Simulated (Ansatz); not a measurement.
**CH6BFSSi: a ladder of functionals and wavefunction methods**

An exercise on one series of results from a longer session: the logs are not shown, and one member is left open.

Method: functionals in def2-TZVPP, the program's frozen cores in correlated methods; program: Ansatz 0.2.0, Gaussian basis.

The runs, in order: LDA (SPW92), PBE-D4, revPBE-D4, BLYP-D4, r2SCAN-D4, B97M-V, PBE0-D4, B3LYP-D4, r2SCANh-D4, r2SCAN0-D4, HSE06-D4, BHLYP-D4, CAM-B3LYP-D4, LC-ωPBE, ωB97X-V, ωB97M-V, B2PLYP, PBE-QIDH; CCSD(T)/def2-SVP; CCSD(T)/def2-TZVPP; MP2/def2-QZVPP; extrapolation to the limit; RPA on PBE.

## The relaxed structure

An earlier PBE0-D4 in a triple-zeta def2 set relaxation fixed the geometry.

11 atoms, charge 0, spin multiplicity 1.

Atoms are counted from 1 here; the program's logs count them from 0.

Bond lengths: B1–Si2 1.939 Å, B1–S4 2.034 Å, B1–H6 1.197 Å, B1–H7 1.196 Å, Si2–F3 1.597 Å, Si2–S4 2.236 Å, Si2–H8 1.483 Å, S4–C5 1.809 Å, C5–H9 1.089 Å, C5–H10 1.089 Å, C5–H11 1.089 Å. Angles: Si2–B1–S4 68.4°, Si2–B1–H6 115.1°, Si2–B1–H7 120.5°, S4–B1–H6 107.1°, S4–B1–H7 110.4°, H6–B1–H7 120.8°, B1–Si2–F3 123.5°, B1–Si2–S4 57.8°, B1–Si2–H8 130.1°, F3–Si2–S4 111.1°, F3–Si2–H8 106.4°, S4–Si2–H8 105.7°, B1–S4–Si2 53.8°, B1–S4–C5 102.6°, Si2–S4–C5 100.1°, S4–C5–H9 107.8°, S4–C5–H10 109.0°, S4–C5–H11 110.8° and more.

Set-up of the first run:

in.yaml reads:

```yaml
crystal:
  periodic: [false, false, false]
  atoms:
    - {symbol: B, position_ang: [-0.581468, 1.424564, -0.116893]}
    - {symbol: Si, position_ang: [-0.813535, -0.061883, -1.339504]}
    - {symbol: F, position_ang: [-0.604345, 0.053325, -2.918046]}
    - {symbol: S, position_ang: [1.103196, 0.291623, -0.244080]}
    - {symbol: C, position_ang: [0.902398, -0.868833, 1.129075]}
    - {symbol: H, position_ang: [-0.338262, 2.476000, -0.634760]}
    - {symbol: H, position_ang: [-1.033451, 1.377296, 0.989447]}
    - {symbol: H, position_ang: [-1.175781, -1.473934, -1.067402]}
    - {symbol: H, position_ang: [1.254613, -0.376369, 2.034789]}
    - {symbol: H, position_ang: [1.496915, -1.759400, 0.929896]}
    - {symbol: H, position_ang: [-0.144978, -1.139390, 1.258079]}
basis:
  gaussian: {orbitals: def2-TZVPP}
hamiltonian: {xc: lda}
output: {orbitals: {seedname: orbitals}}
```

Steps of the session up to this table: LDA; PBE-D4 (GGA); revPBE-D4 (GGA); BLYP-D4 (GGA); r2SCAN-D4 (meta-GGA); B97M-V (meta-GGA); PBE0-D4 (hybrid); B3LYP-D4 (hybrid); r2SCANh-D4 (hybrid); r2SCAN0-D4 (hybrid); HSE06-D4 (hybrid); BHLYP-D4 (hybrid); CAM-B3LYP-D4 (range-separated); LC-ωPBE (range-separated); ωB97X-V (range-separated); ωB97M-V (range-separated); B2PLYP (double hybrid); PBE-QIDH (double hybrid).

One table of the session follows, with a row left open; its other results are not shown here.

It belongs to the step «Frontier levels by functional». 

| functional | HOMO (eV) | gap (eV) |
| --- | --- | --- |
| LDA (SPW92) | -6.20 | 4.51 |
| PBE-D4 | -6.07 | 4.60 |
| revPBE-D4 | -6.02 | 4.64 |
| BLYP-D4 | -5.94 | 4.60 |
| r2SCAN-D4 | -6.28 | 5.09 |
| B97M-V | -6.36 | 5.07 |
| PBE0-D4 | -7.16 | 6.55 |
| B3LYP-D4 | -6.98 | 6.15 |
| r2SCANh-D4 | -6.69 | 5.80 |
| r2SCAN0-D4 | -7.30 | 6.86 |
| HSE06-D4 | -6.77 | 5.79 |
| BHLYP-D4 | -8.15 | 8.43 |
| CAM-B3LYP-D4 | -8.43 | 8.84 |
| LC-ωPBE | -9.71 | 11.25 |
| ωB97X-V | ? | ? |
| ωB97M-V | -9.23 | 10.39 |

Estimate the missing values for ωB97X-V.

**Answer.** HOMO (eV): -9.38; gap (eV): 10.81. In the column «HOMO (eV)» it lies between LC-ωPBE (-9.71) and ωB97M-V (-9.23).
